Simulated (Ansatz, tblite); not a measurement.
# C12H18Si2: a ladder of methods and basis sets

Aim: run the singlet of C12H18Si2 at one geometry on many levels, and compare frontier levels, spin and run time.

The runs use Ansatz 0.2.0, Gaussian basis; as each input shows.

The runs, in order: GFN1-xTB, GFN2-xTB, PBE-D4/def2-TZVP, r2SCAN-D4/def2-TZVP, PBE-D4/def2-SVP, PBE0-D4/def2-SVP, HF/STO-3G, HF/6-31G, B3LYP-D4/6-31G, MP2/def2-SVP.

4 further runs of the same task are left out: 4 that didn't finish.

### 1 The relaxed structure

The geometry is that of the singlet, from an earlier relaxation (PBE-D4/def2-SVP).

SMILES `C[Si]1(C)C=CC=C1C1=CC=C[Si]1(C)C`, 32 atoms, charge 0, spin multiplicity 1.

Bond lengths: C1–Si2 1.892 Å, C1–H15 1.110 Å, C1–H16 1.109 Å, C1–H17 1.110 Å, Si2–C3 1.892 Å, Si2–C4 1.884 Å, Si2–C7 1.911 Å, C3–H18 1.110 Å, C3–H19 1.110 Å, C3–H20 1.109 Å, C4–C5 1.368 Å, C4–H21 1.100 Å, C5–C6 1.468 Å, C5–H22 1.105 Å, C6–C7 1.382 Å, C6–H23 1.105 Å, C7–C8 1.437 Å, C8–C9 1.382 Å and more. Angles: Si2–C1–H15 111.2°, Si2–C1–H16 110.4°, Si2–C1–H17 110.8°, H15–C1–H16 108.3°, H15–C1–H17 108.1°, H16–C1–H17 108.0°, C1–Si2–C3 111.2°, C1–Si2–C4 113.4°, C1–Si2–C7 112.6°, C3–Si2–C4 113.5°, C3–Si2–C7 112.5°, C4–Si2–C7 92.3°, Si2–C3–H18 111.2°, Si2–C3–H19 110.8°, Si2–C3–H20 110.4°, H18–C3–H19 108.1°, H18–C3–H20 108.3°, H19–C3–H20 108.0° and more.

PBE0-D4/def2-TZVP was run before; its log isn't repeated, and its numbers join the tables.

### 2 GFN1-xTB

Tight binding, by tblite at 300 K electronic temperature and without a spin-polarisation term:

```python
tblite.interface.Calculator('GFN1-xTB', numbers, positions, charge=0, uhf=0).singlepoint()
```

Energy -1052.4435 eV, HOMO -10.37 eV, LUMO -8.58 eV; 0.03 s.

### 3 GFN2-xTB

Tight binding, by tblite at 300 K electronic temperature and without a spin-polarisation term:

```python
tblite.interface.Calculator('GFN2-xTB', numbers, positions, charge=0, uhf=0).singlepoint()
```

Energy -1039.0437 eV, HOMO -9.31 eV, LUMO -7.53 eV; 0.026 s.

### 4 PBE-D4/def2-TZVP

start.molden holds the orbitals of an earlier run on this state, given as this run's starting guess.

Input file in.yaml:

```yaml
crystal:
  periodic: [false, false, false]
  atoms:
    - {symbol: C, position_ang: [2.957322, 1.551830, -0.956654]}
    - {symbol: Si, position_ang: [2.404542, -0.141676, -0.318122]}
    - {symbol: C, position_ang: [2.681054, -1.487609, -1.619378]}
    - {symbol: C, position_ang: [3.113531, -0.573158, 1.373655]}
    - {symbol: C, position_ang: [2.056482, -0.665469, 2.237893]}
    - {symbol: C, position_ang: [0.713478, -0.426638, 1.696103]}
    - {symbol: C, position_ang: [0.614542, -0.126108, 0.350671]}
    - {symbol: C, position_ang: [-0.613956, 0.133359, -0.349055]}
    - {symbol: C, position_ang: [-0.712737, 0.435428, -1.694161]}
    - {symbol: C, position_ang: [-2.056319, 0.667622, -2.237380]}
    - {symbol: C, position_ang: [-3.114084, 0.568539, -1.374748]}
    - {symbol: Si, position_ang: [-2.404674, 0.141022, 0.317930]}
    - {symbol: C, position_ang: [-2.947045, -1.555500, 0.957200]}
    - {symbol: C, position_ang: [-2.691710, 1.486230, 1.617721]}
    - {symbol: H, position_ang: [4.036065, 1.549658, -1.216827]}
    - {symbol: H, position_ang: [2.787339, 2.329821, -0.185476]}
    - {symbol: H, position_ang: [2.384866, 1.837569, -1.863215]}
    - {symbol: H, position_ang: [3.751735, -1.559360, -1.902119]}
    - {symbol: H, position_ang: [2.096319, -1.273340, -2.537686]}
    - {symbol: H, position_ang: [2.357299, -2.473701, -1.229900]}
    - {symbol: H, position_ang: [4.149770, -0.737461, 1.705125]}
    - {symbol: H, position_ang: [2.170342, -0.908292, 3.309897]}
    - {symbol: H, position_ang: [-0.166188, -0.492590, 2.361807]}
    - {symbol: H, position_ang: [0.167334, 0.505851, -2.358807]}
    - {symbol: H, position_ang: [-2.169955, 0.912151, -3.308985]}
    - {symbol: H, position_ang: [-4.150568, 0.729583, -1.707011]}
    - {symbol: H, position_ang: [-2.777351, -2.331852, 0.184293]}
    - {symbol: H, position_ang: [-4.024280, -1.558981, 1.223632]}
    - {symbol: H, position_ang: [-2.368302, -1.839135, 1.860367]}
    - {symbol: H, position_ang: [-2.367717, 2.473074, 1.230402]}
    - {symbol: H, position_ang: [-3.764511, 1.555585, 1.892779]}
    - {symbol: H, position_ang: [-2.112644, 1.273550, 2.540039]}
basis:
  gaussian: {orbitals: def2-TZVP, initial_orbitals: start.molden}
hamiltonian: {xc: pbe, dispersion: d4}
scf: {omitted_lower_state_checks: [starts]}
output: {forces: true, orbitals: {seedname: orbitals}}
```

The run is started by

```sh
$ ansatz run in.yaml --threads 4 --pin off --events-out ev --progress --plain --max-ram 6963MiB
```

The runs that follow: r2SCAN-D4/def2-TZVP; PBE-D4/def2-SVP; PBE0-D4/def2-SVP; HF/STO-3G; HF/6-31G; B3LYP-D4/6-31G; MP2/def2-SVP.

**Question.** What will the summary of the whole plan be? Wanted: gap in def2-TZVP, named functionals, smallest and largest; correlation energy, MP2/def2-SVP; binding an atom, functionals in def2-TZVP; PBE0 total energy, smallest basis above largest.

As calculated:

| quantity | value |
| --- | --- |
| gap in def2-TZVP, named functionals, smallest and largest | 1.95 eV (PBE-D4), 3.49 eV (PBE0-D4) |
| correlation energy, MP2/def2-SVP | -49.33 eV |
| binding an atom, functionals in def2-TZVP | 4.50 (r2SCAN-D4) to 4.59 eV (PBE-D4) |
| PBE0 total energy, smallest basis above largest | 18.91 eV (def2-SVP, def2-TZVP) |

Over the named functionals in def2-TZVP the gap runs from 1.95 eV (PBE-D4) to 3.49 eV (PBE0-D4); exact exchange widens it.
